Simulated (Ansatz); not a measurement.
# LuGa5Co (P4/mmm): relaxation of cell and ions

The task is a relaxation of cell and ions, for LuGa5Co (P4/mmm).

Program: Ansatz 0.2.0, driven from Python. Level of theory: DFT PBEsol, plane waves, PAW. These are calculated values, not measurements.

### Step 1. The structure

It takes space group P4/mmm (No. 123, tetragonal). Conventional cell: a = 4.205 Å, b = 4.205 Å, c = 6.751 Å, α = 90.00°, β = 90.00°, γ = 90.00°. Lu (site symmetry 4/mmm) has 12 Ga at 2.96 to 2.97 Å and 2 Co at 3.38 Å as nearest neighbours. Ga (site symmetry 2mm) is surrounded by 2 Co at 2.47 Å and 1 Ga at 2.60 Å. Ga (site symmetry 4/mmm) is surrounded by 8 Ga at 2.96 Å and 4 Lu at 2.97 Å. Around Co (site symmetry 4/mmm) lie 8 Ga at 2.47 Å.

The script holds or builds the structure itself.

### Step 2. Script

The input, luga5co.py:

```python
'''Cell relaxation of LuGa5Co.'''

import ansatz as az
from ase import Atoms
from ase.data import atomic_numbers
from ase.neighborlist import neighbor_list
import matplotlib.pyplot as plt
import numpy as np
import spglib

def edges_and_angles(cell):
    cell = np.asarray(cell)
    a, b, c = np.linalg.norm(cell, axis=1)
    cosines = cell[1] @ cell[2] / (b * c), cell[0] @ cell[2] / (a * c), cell[0] @ cell[1] / (a * b)
    return (a, b, c, *np.degrees(np.arccos(cosines)))

luga5co = (
    az.Lattice.from_parameters(4.205297, 4.205297, 6.751003, alpha=90, beta=90, gamma=90)
    .space_group(123, hermann_mauguin='P4/mmm')
    .atom('Lu', (0.0, 0.0, 0.0))
    .atom('Ga', (0.0, 0.5, 0.307732))
    .atom('Ga', (0.5, 0.5, 0.0))
    .atom('Co', (0.0, 0.0, 0.5))
    .moments(Co=3.2)
)

# edges free, angles fixed
setup = (
    luga5co.calculation()
    .occupations('fermi_dirac')
    .kpoints(density=3.7)
    .spin(az.SpinTreatment.COLLINEAR)
    .basis(470)
    .functional('pbesol')
    .relax(force_tolerance=0.005, max_steps=40, fix_cell=['angles'])
)
steps = []


def follow(event):
    if event['event'] != 'relax_step':
        return
    row = event['data']
    steps.append(row)
    print(f'step {row["step"]:3d}  E = {row["lagrangian_ev"]:.5f} eV  largest force component = {row["allowed_force_max_ev_ang"]:.4f} eV/A  P = {row["pressure_gpa"]:.3f} GPa')


out = setup.session().plan(threads=1).execute(on_event=follow)
rep = out.report

first, last = steps[0], steps[-1]
symbols = [site.symbol for site in out.lattice.sites]
print(f'energy gained {first["lagrangian_ev"] - last["lagrangian_ev"]:.4f} eV in {len(steps) - 1} steps')
for label, vectors in (('before', first['cell_ang']), ('after', out.lattice.cell_ang)):
    print(label, 'a b c (A) {:.4f} {:.4f} {:.4f}  angles {:.2f} {:.2f} {:.2f}'.format(*edges_and_angles(vectors)), f' V = {abs(np.linalg.det(vectors)):.3f} A^3')
print('final stress xx yy zz (GPa, compression positive):', np.round(np.diag(rep['stress_gpa']), 3) + 0.0)

fractions = [site.position_frac for site in out.lattice.sites]
numbers = [atomic_numbers[s] for s in symbols]
for tolerance in (1e-3, 1e-2, 1e-1):
    print(f'space group at {tolerance} A:', spglib.get_spacegroup((out.lattice.cell_ang, fractions, numbers), symprec=tolerance))

fig, (top, bottom) = plt.subplots(2, 1, sharex=True, figsize=(4.5, 4))
top.plot([s['lagrangian_ev'] - last['lagrangian_ev'] for s in steps], 'o-')
top.set_ylabel('E - E(final) (eV)')
bottom.semilogy([max(s['allowed_force_max_ev_ang'], 1e-6) for s in steps], 's-')
bottom.set(xlabel='step', ylabel='largest force (eV/A)')
fig.tight_layout()
fig.savefig('relax.png', dpi=100)

final = Atoms(symbols, positions=last['positions_ang'], cell=out.lattice.cell_ang, pbc=True)
i, j, d = neighbor_list('ijd', final, 4.5)
print('neighbours within 1.1 times the shortest distance of each atom (A)')
for atom in range(len(final)):
    near = [m for m in np.argsort(d) if i[m] == atom]
    shell = [m for m in near if d[m] < 1.1 * d[near[0]]]
    print(f'{symbols[atom]}{atom} ({len(shell)}):', ', '.join(f'{symbols[j[m]]} {d[m]:.3f}' for m in shell))

print('relaxed fractional positions')
for site in out.lattice.sites:
    print(f'  {site.symbol:2s}', ' '.join(f'{v % 1:8.5f}' for v in np.round(site.position_frac, 5)))

n_atoms = len(rep['lattice']['sites'])
print('F =', round(rep['free_energy_ev'], 4), 'eV for', n_atoms, 'atoms')
print('E(sigma -> 0) =', round(rep['energy_sigma0_ev'], 4), 'eV, TS =', round(rep['entropy_ts_ev'], 5), 'eV')
print('closed by', rep['closed_by'], 'after', rep['n_iterations'], 'iterations')

print(setup.to_yaml())
```

### Step 3. Running it

Started as:

```
python luga5co.py
```

Q: Predict the main results. Wanted: free energy; moment, net / absolute; moves of the relaxation; energy gained; last largest force component; relaxed conventional cell; space group at the end.

The runs gave:

| quantity | value |
| --- | --- |
| free energy | -38423.9020 eV (-5489.1289 eV/atom) |
| moment, net / absolute | 0.00 / 0.00 μB per cell |
| moves of the relaxation | 4 |
| energy gained (ahead of the last change of basis) | 16.3 meV/atom |
| last largest force component | 0.0022 eV/Å |
| relaxed conventional cell | a = 4.121 Å, b = 4.121 Å, c = 6.635 Å, α = 90.00°, β = 90.00°, γ = 90.00° |
| space group at the end | P4/mmm |

**Reading.** Over 4 moves the cell shrank by 5.6 % in volume, and the space group stayed P4/mmm. The starting moments died away: the state reached is non-magnetic. Caveats:
- The SCF didn't keep the moments it started from (some shrank, vanished or turned); what is printed is the state reached.
- For a metal this k-point mesh is coarse: on a finer one energies can move by several to tens of meV an atom and pressures by half a GPa or more, differences at one mesh by less.
- Energies along a relaxation are free energies. Rows at an unchanged volume are solved on a plane-wave basis chosen afresh for that cell, so the energy jumps there and such rows are no steps of the walk.
- The structure comes from a database of computed cells and needn't be a stable or known phase. The starting moments were not kept in at least one run, so it stands on a weaker or other magnetic state than the one typed.
